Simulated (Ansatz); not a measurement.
The system is CuSi4P3.

```xyz
8
Lattice="1.9358 1.1176 11.5543 -1.9358 1.1176 11.5543 0.0000 -2.2353 11.5543" Properties=species:S:1:pos:R:3 pbc="T T T"
Cu    0.0000    0.0000   34.4723
P     0.0000    0.0000   10.8802
P     0.0000    0.0000   19.5232
P     0.0000    0.0000   28.2992
Si    0.0000    0.0000    2.1889
Si    0.0000    0.0000    8.6741
Si    0.0000    0.0000   17.2626
Si    0.0000    0.0000   26.0174
```

The cell comes from a database or a generator and needn't be the stable form of this composition.

| Property | Result |
| --- | --- |
| Program | Ansatz 0.2.0 |
| Task | single point |
| Functional | PBE |
| Potentials or basis | Ansatz PAW |
| Cutoff | 420 eV (not typed: the program's choice for these potentials) |
| k mesh | 8 × 8 × 8 |
| Occupations | fermi-dirac, width 0.05 eV |
| Spin | no spin polarisation |

On this cell: pressure 0.7 GPa; largest force 0.610 eV/Å; band gap on the k mesh none (metal or under the smearing width).

The same run follows on a disturbed copy (atoms moved at random, drawn with an rms of 0.05 Å):

```xyz
8
Lattice="1.9358 1.1176 11.5543 -1.9358 1.1176 11.5543 0.0000 -2.2353 11.5543" Properties=species:S:1:pos:R:3 pbc="T T T"
Cu   -0.0408    0.0447   34.4460
P     0.0076   -0.0009   10.8432
P     0.0050    0.0299   19.5013
P     0.0190   -0.0107   28.3095
Si    0.0197    0.0615    2.2140
Si   -0.0504   -0.0319    8.6314
Si   -0.0200    0.0011   17.2533
Si   -0.0465    0.0087   26.0030
```

What does the disturbed cell give?

The energy (extrapolated to zero smearing) moves by +17.5 meV/atom; pressure 0.9 GPa; largest force 1.341 eV/Å; band gap on the k mesh none (metal or under the smearing width).

Forces in eV/Å, atoms in the order of the input:
```
Cu   0.304 -0.320  0.060
P   -0.315  0.295  0.117
P   -0.493 -0.477 -0.311
P   -0.375  0.120 -0.527
Si  -0.965 -0.718 -0.593
Si   0.484  0.470  0.737
Si   0.364 -0.062  0.403
Si   0.995  0.692  0.114
```

Stress tensor (GPa, compression positive):
```
1.09 2.17 0.86
2.17 0.11 0.41
0.86 0.41 1.64
```
